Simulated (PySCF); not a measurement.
# The bond of LaS, level by level

The task here is to estimate one member of a computed series from the others.

The runs use PySCF 2.14.0; La x2c-TZVPall, S x2c-TZVPall, spin-free X2C with a Gaussian nucleus.

The first run:

A driver script around PySCF takes these settings:

```yaml
atoms: La, S
charge: 0
basis: La x2c-TZVPall, S x2c-TZVPall
Hamiltonian: spin-free X2C with a Gaussian nucleus
basis_functions: 118
electrons_treated: 73
masses_in_u: 138.9063, 31.9721
levels: PBE0, PBE, r²SCAN, BP86, M06, HF, MP2, SCS-MP2, CCSD, CCSD(T)
grid: 80 radial by 434 angular points
occupations: held fixed by the projection of orbital angular momentum
dissociation_limit: La + S, each in its ground configuration
starting_distance_in_angstrom: 2.374
values_of_2S_to_try: 1, 3
```

The run is started by

```bash
$ OMP_NUM_THREADS=4 python dia.py task.json out
```

Among the steps run: Set-up; PBE0 along the bond; PBE (GGA); r²SCAN (meta-GGA); BP86; M06; UHF (mean field); Adding correlation.

One table of the session follows, with a row left open; its other results are not shown here.

Energy (eV) from each level's lowest point:

| R (Å) | UHF | UHF-MP2 | UHF-SCS-MP2 | UHF-CCSD | UHF-CCSD(T) |
| --- | --- | --- | --- | --- | --- |
| 2.030 | 2.066 | 1.926 | 1.976 | n/a | n/a |
| 2.124 | 1.000 | 0.914 | 0.947 | 0.939 | 0.972 |
| 2.218 | ? | ? | ? | ? | ? |
| 2.289 | 0.110 | 0.092 | 0.101 | 0.098 | 0.111 |
| 2.360 | 0.000 | 0.000 | 0.000 | 0.000 | 0.001 |
| 2.431 | 0.008 | 0.019 | 0.011 | 0.014 | 0.000 |
| 2.525 | 0.158 | 0.176 | 0.160 | 0.167 | 0.130 |
| 2.643 | 0.508 | 0.522 | 0.500 | 0.513 | 0.439 |
| 2.785 | 1.076 | 1.081 | 1.067 | 1.070 | 0.944 |
| 2.974 | 1.953 | 2.052 | 2.086 | n/a | n/a |

**Question.** Estimate the row for R (Å) = 2.218.

Worked estimate for «UHF». A straight line through the neighbours (2.124, 1.000) and (2.289, 0.110) gives 1.000 + (0.110 − 1.000) × (2.218 − 2.124) / (2.289 − 2.124) = 0.493; a parabola fitted to 4 rows on both sides gives 0.351.

**Answer.** UHF: 0.366; UHF-MP2: 0.324; UHF-SCS-MP2: 0.343; UHF-CCSD: 0.338; UHF-CCSD(T): 0.361. In «UHF» the line misses by +0.127 and the parabola by -0.015.
